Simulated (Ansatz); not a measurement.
# AlCl2H3OSi: basis-set convergence

An exercise on one series of results from a longer session: the logs are not shown, and one member is left open.

Program: Ansatz 0.2.0, Gaussian basis. Level of theory: one geometry, several basis sets. These are calculated values, not measurements.

The runs, in order: PBE0-D4/def2-SVP; ωB97M-V/def2-SVP; PBE0-D4/def2-QZVPP; ωB97M-V/def2-QZVPP; the functionals' def2-TZVPP values are taken from earlier runs.

## The geometry

An earlier PBE0-D4 in a triple-zeta def2 set relaxation fixed the geometry.

SMILES `[SiH3][O][Al]([Cl])[Cl]`, 8 atoms, charge 0, spin multiplicity 1.

Atoms are counted from 1 here; the program's logs count them from 0.

Bond lengths: Si1–O2 1.630 Å, Si1–H6 1.485 Å, Si1–H7 1.485 Å, Si1–H8 1.485 Å, O2–Al3 1.659 Å, Al3–Cl4 2.073 Å, Al3–Cl5 2.073 Å. Angles: O2–Si1–H6 109.8°, O2–Si1–H7 109.4°, O2–Si1–H8 109.8°, H6–Si1–H7 109.3°, H6–Si1–H8 109.2°, H7–Si1–H8 109.3°, Si1–O2–Al3 179.7°, O2–Al3–Cl4 120.3°, O2–Al3–Cl5 120.3°, Cl4–Al3–Cl5 119.4°.

The first run:

The input, in.yaml:

```yaml
crystal:
  periodic: [false, false, false]
  atoms:
    - {symbol: Si, position_ang: [0.040701, -0.861646, 1.239182]}
    - {symbol: O, position_ang: [0.013407, 0.057988, -0.106107]}
    - {symbol: Al, position_ang: [-0.022839, 0.997646, -1.472439]}
    - {symbol: Cl, position_ang: [-0.792791, 0.241625, -3.242084]}
    - {symbol: Cl, position_ang: [0.702594, 2.938709, -1.426946]}
    - {symbol: H, position_ang: [-0.074054, 0.003385, 2.441156]}
    - {symbol: H, position_ang: [1.319356, -1.615322, 1.295727]}
    - {symbol: H, position_ang: [-1.094274, -1.819484, 1.215611]}
basis:
  gaussian: {orbitals: def2-SVP}
hamiltonian: {xc: pbe0, dispersion: d4}
output: {orbitals: {seedname: orbitals}}
```

Among the steps run: PBE0-D4 in def2-SVP; ωB97M-V in def2-SVP; PBE0-D4 in def2-QZVPP; ωB97M-V in def2-QZVPP.

One of the session's tables, all rows but one given; the rest of the session is left out.

It belongs to the step «Density functionals: the series». 

```
functional       basis  HOMO (eV)
   PBE0-D4    def2-SVP      -8.89
   PBE0-D4  def2-TZVPP      -8.99
   PBE0-D4  def2-QZVPP          ?
   ωB97M-V    def2-SVP     -11.11
   ωB97M-V  def2-TZVPP     -11.27
   ωB97M-V  def2-QZVPP     -11.30
```

Estimate the missing values for PBE0-D4, def2-QZVPP.

The run gave: HOMO (eV): -9.01. In the column «HOMO (eV)» it lies between ωB97M-V, def2-SVP (-11.11) and PBE0-D4, def2-TZVPP (-8.99).
